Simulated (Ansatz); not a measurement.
# Te (bcc type): the cost of one run

Method: DFT LDA, with the methods named in each step, in Ansatz 0.2.0.

2 further runs of the same task are left out: 1 for a known fault of the program, 1 that didn't finish. Runs told in other sessions of the task aren't counted.

### 1 The system as given

It takes space group Im-3m (No. 229, cubic). Conventional cell: a = 3.871 Å, b = 3.871 Å, c = 3.871 Å, α = 90.00°, β = 90.00°, γ = 90.00°. Around Te (site symmetry m-3m) lie 8 Te at 3.35 Å.

As a file:

```cif
data_structure
_symmetry_space_group_name_H-M 'P 1'
_symmetry_Int_Tables_number 1
_cell_length_a 3.3523
_cell_length_b 3.3523
_cell_length_c 3.3523
_cell_angle_alpha 109.471
_cell_angle_beta 109.471
_cell_angle_gamma 109.471
_cell_volume 29.00
loop_
_atom_site_label
_atom_site_type_symbol
_atom_site_fract_x
_atom_site_fract_y
_atom_site_fract_z
_atom_site_occupancy
Te1 Te 0.00000 0.00000 0.00000 1
```

Whether this phase is the stable one at these pressures isn't tested.

### 2 Cell relaxed at zero pressure, PAW

The input, input.yaml:

```yaml
crystal:
  lattice:
    - [-1.9354383203, 1.9354383203, 1.9354383203]
    - [1.9354383203, -1.9354383203, 1.9354383203]
    - [1.9354383203, 1.9354383203, -1.9354383203]
  atoms:
    - { symbol: Te, position: [0.0, 0.0, 0.0] }
kpoints:
  mp_grid: { grid: [15, 15, 15] }
scf:
  occupations: { method: fermi_dirac, width: 0.1 }
hamiltonian:
  xc: lda
  pseudopotentials: { kind: paw }
output:
  forces: true
  stress: true
  write_density: true
  write_potential: true
  elf: true
  volumetric_format: npy
relax:
  f_tol: 0.005
  max_steps: 40
  cell: {}
```

Run with:

```console
$ ansatz run input.yaml --threads 1 --pin off --max-ram 2048MiB --backend cpu --events-out ev --progress --plain --runs-dir out
```

**Question.** How long does this run take on 1 thread of Arm Neoverse V1, shared host, and how much memory does it need?

About 11 s, with a peak of 0.33 GiB.
